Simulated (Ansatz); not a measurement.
# Be7Br: the cost of one run

Computed with Ansatz 0.2.0 (DFT PBE, scalar-relativistic, plane waves, PAW, unless a step's input says otherwise).

## Step 1: The system as given

The structure is cubic, space group Im-3m (No. 229). The conventional cell has a = 5.584 Å, b = 5.584 Å, c = 5.584 Å, α = 90.00°, β = 90.00°, γ = 90.00°. Around Be (site symmetry 4/mmm) lie 12 Be at 2.42 to 2.79 Å and 2 Br at 2.79 Å. Around Be (site symmetry -3m) lie 6 Be at 2.42 Å and 2 Br at 2.42 Å. Around Br (site symmetry m-3m) lie 14 Be at 2.42 to 2.79 Å.

Coordinates:

```cif
data_structure
_symmetry_space_group_name_H-M 'Im-3m'
_symmetry_Int_Tables_number 229
_cell_length_a 5.5840
_cell_length_b 5.5840
_cell_length_c 5.5840
_cell_angle_alpha 90.000
_cell_angle_beta 90.000
_cell_angle_gamma 90.000
_cell_volume 174.11
loop_
_atom_site_label
_atom_site_type_symbol
_atom_site_symmetry_multiplicity
_atom_site_Wyckoff_symbol
_atom_site_fract_x
_atom_site_fract_y
_atom_site_fract_z
_atom_site_occupancy
Be1 Be 6 b 0.50000 0.00000 0.00000 1
Be2 Be 8 c 0.25000 0.25000 0.75000 1
Br1 Br 2 a 0.00000 0.00000 0.00000 1
```

A structure generator made this guess: species swapped into a database cell of Fe7Co (Im-3m, No. 229), with Be on the Fe sites and Br on the Co sites. Lengths come from tabulated atomic sizes and are only a guess.

## Step 2: Probe: one point on a coarse mesh

input.yaml reads:

```yaml
crystal:
  lattice:
    - [-2.79198154, 2.79198154, 2.79198154]
    - [2.79198154, -2.79198154, 2.79198154]
    - [2.79198154, 2.79198154, -2.79198154]
  atoms:
    - { symbol: Be, position: [0.0, 0.5, 0.5] }
    - { symbol: Be, position: [0.5, 0.5, 0.0] }
    - { symbol: Be, position: [0.5, 0.0, 0.5] }
    - { symbol: Be, position: [0.0, 0.0, 0.5] }
    - { symbol: Be, position: [0.0, 0.5, 0.0] }
    - { symbol: Be, position: [0.5, 0.0, 0.0] }
    - { symbol: Be, position: [0.5, 0.5, 0.5] }
    - { symbol: Br, position: [0.0, 0.0, 0.0] }
basis:
  ecutwfc: 420
kpoints:
  mp_grid: { grid: [4, 4, 4] }
hamiltonian:
  xc: pbe
scf:
  occupations: { method: gaussian, width: 0.1 }
  lower_state_search: "off"
output:
  forces: true
  stress: true
  eigenvalues: true
```

Command:

```console
ansatz run input.yaml --threads 1 --pin off --max-ram 2048MiB --backend cpu --events-out ev --progress --plain --runs-dir out
```

What time and memory should one allow on 1 thread of Arm Neoverse V2, shared host?

About 1.2 s, with a peak of 0.3 GiB.
